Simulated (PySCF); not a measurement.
# PtSe2: structure of the triplet

Where does triplet PtSe2 go from a end-on start, is the end point a minimum, and what are its modes, charges and moments?

Program: PySCF 2.14.0. Level of theory: B3LYP, basis Pt def2-SVP with ECP60, Se def2-SVP, scalar-relativistic core potentials, no spin–orbit coupling, density fitting. These are calculated values, not measurements.

### Step 1. Where the work starts

3 atoms, charge 0, spin multiplicity 3.

Bond lengths: Pt1–Se2 2.462 Å, Se2–Se3 2.348 Å. Angles: Pt1–Se2–Se3 119.9°.

```xyz
3
charge 0 multiplicity 3
Pt    0.0000    0.0000    0.0000
Se    0.0000    0.0000    2.4617
Se    2.0358    0.0000    3.6317
```

### Step 2. First SCF at the start

One driver script runs all steps and calls PySCF; scf.py shows how it sets up the SCF of each step. The optimiser is the driver's own. After this first run the driver tries any further starts and a stability analysis.

scf.py

```python
from pyscf import gto, scf, dft
mol = gto.M(atom='''
Pt     0.000000     0.000000     0.000000
Se     0.000000     0.000000     2.461700
Se     2.035800     0.000000     3.631700''',
    basis={'Pt': 'def2-SVP', 'Se': 'def2-SVP'},
    ecp={'Pt': 'def2-SVP'},
    charge=0, spin=2)
mf = dft.UKS(mol, xc='B3LYP')
mf.grids.atom_grid = (50, 194)
aux = {'Pt': 'def2-universal-JKFIT', 'Se': 'def2-universal-JKFIT'}
mf = mf.density_fit(auxbasis=aux)
mf.conv_tol = 1e-08
mf.diis_space = 10
mf.max_cycle = 60
mf.init_guess = 'minao'
mf.verbose = 4
mf.kernel()
```

Run with:

```sh
$ OMP_NUM_THREADS=2 python axn.py task.json out
```

The runs that follow: End-on start, triplet: relaxation; Frequencies.

**Question.** What will these runs give? Wanted: minimum; geometry; wavenumbers; dipole moment; highest occupied, lowest empty level; polar-tensor charge of Pt1; zero-point energy; atomisation energy; ⟨S²⟩.

The runs gave:

| quantity | value |
| --- | --- |
| minimum | triplet, C2v |
| geometry | Pt–Se 2.408 Å (×2), Se–Se 2.402 Å; Pt–Se–Se 60.1° (×2), Se–Pt–Se 59.9° |
| wavenumbers (cm⁻¹) | 130 (b2), 150 (a1), 302 (a1) |
| dipole moment | 1.00 D |
| highest occupied, lowest empty level (either spin) | -5.57, -3.98 eV |
| polar-tensor charge of Pt1 | +0.02 e |
| zero-point energy | 3.5 kJ/mol |
| entropy at 298.15 K | 337.4 J/(mol K) |
| atomisation energy (no zero-point energy) | 571 kJ/mol |
| ⟨S²⟩ | 2.014 |

In words: The end-on start (Cs) ends in a minimum of C2v symmetry. The first SCF alone would have been 16 kJ/mol too high. Other starts or spin states, not run here, may lie lower. One determinant may miss the lowest occupation of an open d or f shell. Spin–orbit coupling, left out here, can matter for elements this heavy.
